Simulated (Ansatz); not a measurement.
Crystal: HPbNO4.

```xyz
7
Lattice="3.8540 0.1438 0.0901 -0.2532 5.5270 0.1647 -0.4820 -1.9272 5.7203" Properties=species:S:1:pos:R:3 pbc="T T T"
H    -0.0083    2.5983    3.2335
Pb    2.1473    2.6778    1.0046
N     2.8237    3.6046    5.7249
O    -0.4057   -0.9417    5.0623
O     2.7256   -0.0852    0.8025
O    -0.5912    2.3982    5.1009
O     0.1280    2.5704    2.2622
```

The cell was built by a generator and needn't be a form met in nature.

- Program: Ansatz 0.2.0
- Task: relaxation of cell and atoms
- Functional: BLYP
- Potentials or basis: Ansatz PAW
- Cutoff: 420 eV (not typed: the program's choice for these potentials)
- k mesh: 5 × 4 × 4
- Occupations: fermi-dirac, width 0.05 eV
- Spin: no spin polarisation

At the start: volume 17.65 Å³/atom.

Problem. Where does the relaxation end?

Solution. It ends after 17 steps and the volume is 18.73 Å³/atom (+6.1 %); space group P1 (No. 1, to 0.05 Å).

Step by step:
```
step  energy change (eV)  largest force (eV/Å)  volume (Å³)
   1              0.0000                0.3516       123.55
   2              0.0256                0.2540       130.91
   3             -0.0008                0.1788       127.81
   4             -0.0018                0.0620       127.96
   5             -0.0017                0.0200       128.01
   6             -0.0017                0.0067       128.01
   7             -0.0222                0.0087       128.01
   8             -0.0187                0.0136       129.23
   9             -0.0156                0.0059       130.05
  10             -0.0243                0.0058       130.05
  11             -0.0212                0.0303       130.89
  12             -0.0213                0.0210       130.87
  13             -0.0215                0.0135       130.81
  14             -0.0250                0.0133       130.81
  15             -0.0236                0.0137       131.16
  16             -0.0238                0.0073       131.12
  17             -0.0254                0.0074       131.12
```

Final structure:
```xyz
7
Lattice="3.9301 0.1322 0.1371 -0.2766 5.6050 0.2021 -0.4195 -1.9149 5.8561" Properties=species:S:1:pos:R:3 pbc="T T T"
H     0.0040    2.6658    3.2969
Pb    2.2152    2.7053    1.1001
N     2.9320    3.6805    5.9398
O    -0.3405   -0.9189    5.2217
O     2.7806   -0.1158    0.8414
O    -0.5593    2.4908    5.2471
O     0.1367    2.6161    2.3279
```

Caveat: the plane-wave basis is chosen anew once the cell has moved, so the energies of steps on either side of that aren't comparable; the pressure holds a Pulay correction of +0.6 GPa for the finite cutoff; the PAW data sets come from PBE, with cores solved anew for the run's functional, which leaves a small shift of forces and pressure.
